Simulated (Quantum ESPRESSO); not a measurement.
Hf2Pd2Se2Br2O3:

```
CELL_PARAMETERS angstrom
3.72613 0.00000 0.00000
-1.86306 3.22692 0.00000
0.00000 0.00000 17.00867
ATOMIC_POSITIONS crystal
Hf 0.66667 0.33333 0.93385
Hf 0.33333 0.66667 0.06615
Pd 0.00000 0.00000 0.30298
Pd 0.00000 0.00000 0.69702
Se 0.33333 0.66667 0.22649
Se 0.66667 0.33333 0.77351
Br 0.66667 0.33333 0.39862
Br 0.33333 0.66667 0.60138
O 0.33333 0.66667 0.92689
O 0.66667 0.33333 0.07311
O 0.00000 0.00000 0.00000
```

The cell was built by a generator and needn't be a form met in nature.

- Program: Quantum ESPRESSO 7.5
- Task: single point
- Functional: PBE
- Potentials or basis: SSSP 1.3 efficiency PBE
- Cutoff: 816 eV
- Density cutoff: 5987 eV
- k mesh: 8 × 8 × 2
- Occupations: fermi-dirac, width 0.05 eV
- Spin: no spin polarisation

On this cell: pressure -0.4 GPa; largest force 0.066 eV/Å; band gap on the k mesh none (metal or under the smearing width).

The same run follows on a disturbed copy (atoms moved at random, drawn with an rms of 0.05 Å):

```xyz
11
Lattice="3.7261 0.0000 0.0000 -1.8631 3.2269 0.0000 0.0000 0.0000 17.0087" Properties=species:S:1:pos:R:3 pbc="T T T"
Hf    1.8430    1.0927   15.8478
Hf   -0.0279    2.1267    1.1012
Pd    0.0008   -0.0452    5.1341
Pd    0.0018   -0.0130   11.8640
Se    0.0134    2.1030    3.8680
Se    1.9108    1.0817   13.1303
Br    1.8471    1.0677    6.7893
Br    0.0282    2.1059   10.2204
O    -0.0222    2.1803   15.8140
O     1.8542    1.0981    1.2148
O    -0.0111    0.0323   -0.0082
```

Question: What changes?

Answer: The energy (extrapolated to zero smearing) moves by +4.4 meV/atom; pressure 0.1 GPa; largest force 0.562 eV/Å; band gap on the k mesh none (metal or under the smearing width).

Forces on the atoms (eV/Å):
```
Hf  -0.027 -0.039  0.492
Hf   0.124  0.253 -0.034
Pd   0.046  0.055  0.166
Pd   0.342  0.027 -0.226
Se  -0.077  0.020 -0.225
Se  -0.317 -0.037  0.281
Br   0.006 -0.044 -0.048
Br  -0.068  0.006  0.000
O    0.110 -0.081 -0.546
O   -0.153 -0.240  0.172
O    0.015  0.079 -0.032
```

Stress tensor (GPa, compression positive):
```
 0.65 -0.08 -0.20
-0.08 -0.12  0.12
-0.20  0.12 -0.12
```

Caveats: this functional lacks dispersion, which binds the layers, so the pressure and a relaxed spacing across them are unreliable (some runs).
